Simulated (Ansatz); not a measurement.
# BClFH6NSi: the cost of one run

All numbers below are computed with Ansatz 0.2.0 (RKS PBE-D4/def2-SVP).

### Step 1. Starting point

Bond lengths: B1–Cl2 2.210 Å, B1–H3 1.190 Å, B1–F4 1.320 Å, B1–N5 1.850 Å, N5–H6 1.060 Å, Cl2–Si7 2.419 Å, N5–Si7 1.820 Å, Si7–H8 1.460 Å, Si7–H9 1.460 Å, Si7–H10 1.460 Å, Cl2–H11 1.382 Å, N5–H11 1.175 Å, Si7–H11 1.410 Å. Angles (14 of 33 angles, heavy atoms first): B1–Cl2–Si7 86.6°, Cl2–B1–F4 120.0°, Cl2–B1–N5 71.6°, F4–B1–N5 101.2°, B1–N5–Si7 120.0°, Cl2–Si7–N5 67.0°, B1–Cl2–H11 66.1°, Si7–Cl2–H11 30.3°, Cl2–B1–H3 120.0°, H3–B1–F4 120.0°, H3–B1–N5 97.0°, B1–N5–H6 120.0°, B1–N5–H11 83.6°, H6–N5–Si7 120.0°.

As a file:

```xyz
11

B     0.0000    0.0000    0.0000
Cl    0.0000    0.0000    2.2100
H     1.0305    0.0000   -0.5950
F    -1.1431    0.0000   -0.6600
N     0.0773   -1.7539    0.5833
H    -0.4410   -2.5119    0.0539
Si    1.0434   -2.1779    2.0663
H     1.2276   -3.6248    2.1308
H     2.3474   -1.5244    2.0018
H     0.3313   -1.7252    3.2578
H     0.0556   -1.2621    1.6502
```

### Step 2. A restrained relaxation towards end A

Springs on the bonds that form and break draw the guess towards this end; the thresholds are loose.

The input, input.yaml:

```yaml
crystal:
  periodic: [false, false, false]
  atoms:
    - { symbol: B, position_ang: [0.0, 0.0, 0.0] }
    - { symbol: Cl, position_ang: [0.0, 0.0, 2.21] }
    - { symbol: H, position_ang: [1.0305, 0.0, -0.595] }
    - { symbol: F, position_ang: [-1.1431, 0.0, -0.66] }
    - { symbol: "N", position_ang: [0.0773, -1.7539, 0.5833] }
    - { symbol: H, position_ang: [-0.441, -2.5119, 0.0539] }
    - { symbol: Si, position_ang: [1.0434, -2.1779, 2.0663] }
    - { symbol: H, position_ang: [1.2276, -3.6248, 2.1308] }
    - { symbol: H, position_ang: [2.3474, -1.5244, 2.0018] }
    - { symbol: H, position_ang: [0.3313, -1.7252, 3.2578] }
    - { symbol: H, position_ang: [0.0556, -1.2621, 1.6502] }
basis:
  gaussian: { orbitals: def2-SVP }
hamiltonian:
  xc: pbe
  dispersion: d4
relax:
  f_tol: 0.15
  max_steps: 25
  restrain:
    - { distance: [0, 4], at: 2.75, k: 30.0 }
    - { distance: [10, 1], at: 2.57, k: 30.0 }
    - { distance: [0, 1], at: 1.86, k: 30.0 }
    - { distance: [10, 4], at: 1.06, k: 30.0 }
```

On the command line:

```
$ ansatz run input.yaml --threads 4 --pin off --max-ram 5120MiB --backend cpu --events-out ev --progress --plain --runs-dir out
```

What time and memory should one allow on 4 threads of AMD EPYC 7R32 (Zen 2), shared host?

About 18 s, with a peak of 0.2 GiB.
